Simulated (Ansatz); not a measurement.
# F4H2In2S2: how energies converge with the basis set

The task here is to estimate one member of a computed series from the others.

Computed with Ansatz 0.2.0, Gaussian basis. Level: one geometry, several basis sets.

Levels to be run: PBE0-D4/def2-SVP; ωB97M-V/def2-SVP; PBE0-D4/def2-QZVPP; ωB97M-V/def2-QZVPP; the functionals' def2-TZVPP values are taken from earlier runs.

1 further run of the same task is left out (it didn't finish).

### The relaxed structure

All runs share one geometry, relaxed beforehand with PBE0-D4 in a triple-zeta def2 set. In takes the def2 core potential; no spin-orbit term is included.

SMILES `[F][In-]1([F])[SH+][In-]([F])([F])[SH+]1`, 10 atoms, charge 0, spin multiplicity 1.

Atoms are counted from 1 here; the program's logs count them from 0.

Bond lengths: F1–In2 1.936 Å, In2–F3 1.936 Å, In2–S4 2.544 Å, In2–S8 2.544 Å, S4–In5 2.544 Å, S4–H9 1.348 Å, In5–F6 1.936 Å, In5–F7 1.936 Å, In5–S8 2.544 Å, S8–H10 1.348 Å. Angles: F1–In2–F3 122.7°, F1–In2–S4 111.1°, F1–In2–S8 106.8°, F3–In2–S4 106.7°, F3–In2–S8 111.1°, S4–In2–S8 95.0°, In2–S4–In5 85.0°, In2–S4–H9 92.6°, In5–S4–H9 92.6°, S4–In5–F6 106.8°, S4–In5–F7 111.1°, S4–In5–S8 95.0°, F6–In5–F7 122.7°, F6–In5–S8 111.1°, F7–In5–S8 106.7°, In2–S8–In5 85.0°, In2–S8–H10 92.6°, In5–S8–H10 92.6°.

As a file:

| atom | x (Å) | y (Å) | z (Å) |
| --- | --- | --- | --- |
| F1 | 0.8941 | -3.0047 | -0.2799 |
| In2 | 0.7660 | -1.3566 | 0.7276 |
| F3 | 1.4659 | -1.1727 | 2.5232 |
| S4 | -1.6288 | -0.4992 | 0.7836 |
| In5 | -0.7657 | 1.3568 | -0.7275 |
| F6 | -0.8920 | 3.0036 | 0.2824 |
| F7 | -1.4665 | 1.1761 | -2.5231 |
| S8 | 1.6287 | 0.4983 | -0.7853 |
| H9 | -1.4094 | 0.2232 | 1.9006 |
| H10 | 1.4077 | -0.2247 | -1.9017 |

Set-up of the first run:

The input, in.yaml:

```yaml
crystal:
  periodic: [false, false, false]
  atoms:
    - {symbol: F, position_ang: [0.894091, -3.004679, -0.279905]}
    - {symbol: In, position_ang: [0.766001, -1.356565, 0.727580]}
    - {symbol: F, position_ang: [1.465899, -1.172712, 2.523187]}
    - {symbol: S, position_ang: [-1.628776, -0.499246, 0.783619]}
    - {symbol: In, position_ang: [-0.765737, 1.356803, -0.727505]}
    - {symbol: F, position_ang: [-0.891977, 3.003571, 0.282427]}
    - {symbol: F, position_ang: [-1.466456, 1.176069, -2.523089]}
    - {symbol: S, position_ang: [1.628656, 0.498250, -0.785274]}
    - {symbol: H, position_ang: [-1.409410, 0.223211, 1.900610]}
    - {symbol: H, position_ang: [1.407710, -0.224692, -1.901650]}
basis:
  gaussian: {orbitals: def2-SVP}
hamiltonian: {xc: pbe0, dispersion: d4}
output: {orbitals: {seedname: orbitals}}
```

Among the steps run: PBE0-D4 in def2-SVP; ωB97M-V in def2-SVP; PBE0-D4 in def2-QZVPP; ωB97M-V in def2-QZVPP.

One table of the session follows, with a row left open; its other results are not shown here.

It belongs to the step «Functionals by basis». 

```
functional       basis  HOMO (eV)  LUMO (eV)
   PBE0-D4    def2-SVP      -9.44      -2.64
   PBE0-D4  def2-TZVPP      -9.45      -2.78
   PBE0-D4  def2-QZVPP      -9.45      -2.81
   ωB97M-V    def2-SVP     -11.45      -0.67
   ωB97M-V  def2-TZVPP     -11.49      -0.90
   ωB97M-V  def2-QZVPP          ?          ?
```

Estimate the missing values for ωB97M-V, def2-QZVPP.

**Answer.** HOMO (eV): -11.50; LUMO (eV): -1.03. In the column «HOMO (eV)» it is the lowest.
